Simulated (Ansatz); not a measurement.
**BClFO radical (SMILES [O]B(F)Cl): one structure at several levels**

One table from this session's results is given with a row withheld; the runs are named, their logs left out.

Method: single points in def2-TZVPP; program: Ansatz 0.2.0, Gaussian basis.

Cores are frozen in the correlated methods. Orbitals are unrestricted.

## Where the work starts

SMILES `[O]B(F)Cl`, 4 atoms, charge 0, spin multiplicity 2.

Atoms are counted from 1 here; the program's logs count them from 0.

Bond lengths: O1–B2 1.343 Å, B2–F3 1.468 Å, B2–Cl4 1.701 Å. Angles: O1–B2–F3 123.6°, O1–B2–Cl4 110.1°, F3–B2–Cl4 121.6°.

Geometry (Å):

```xyz
4
charge 0, multiplicity 2
O    -0.2360   -1.3208   -0.3683
B    -0.0039   -0.0212   -0.1206
F    -1.0319    1.0211   -0.2239
Cl    1.3338    0.1463    0.9169
```

Set-up of the first run:

File run/in.yaml:

```yaml
crystal:
  periodic: [false, false, false]
  atoms:
    - {symbol: O, position_ang: [-0.236000, -1.320800, -0.368300]}
    - {symbol: B, position_ang: [-0.003900, -0.021200, -0.120600]}
    - {symbol: F, position_ang: [-1.031900, 1.021100, -0.223900]}
    - {symbol: Cl, position_ang: [1.333800, 0.146300, 0.916900]}
basis:
  gaussian: {orbitals: def2-TZVPP}
magnetization: {spin_polarized: true, initial_magnetization: 1}
correlation: {method: ccsd_t}
scf: {omitted_lower_state_checks: [cluster_reference]}
output: {forces: true}
```

No record of the launch command was kept for these runs.

Among the steps run: CCSD(T)/def2-TZVPP; PBE0-D4/def2-TZVPP; wB97M-V/def2-TZVPP; r2SCAN-D4/def2-TZVPP; PBE-D4/def2-TZVPP; HSE06-D4/def2-TZVPP; CAM-B3LYP-D4/def2-TZVPP.

One of the session's tables, all rows but one given; the rest of the session is left out.

| method | RMS force component (eV/Å) | angle to CCSD(T) forces (°) | dipole (D) |
| --- | --- | --- | --- |
| CCSD(T) | 1.948 | reference | 1.09 |
| PBE0-D4 | 1.916 | 7.2 | 1.20 |
| wB97M-V | 1.881 | 4.1 | 1.12 |
| r2SCAN-D4 | 1.869 | 8.6 | 1.27 |
| PBE-D4 | 1.754 | 13.8 | 1.52 |
| HSE06-D4 | 1.920 | 7.4 | 1.20 |
| CAM-B3LYP-D4 | ? | ? | ? |

Estimate the missing values for CAM-B3LYP-D4.

The run gave: RMS force component (eV/Å): 1.917; angle to CCSD(T) forces (°): 7.4; dipole (D): 1.18. In the column «RMS force component (eV/Å)» it lies between PBE0-D4 (1.916) and HSE06-D4 (1.920).
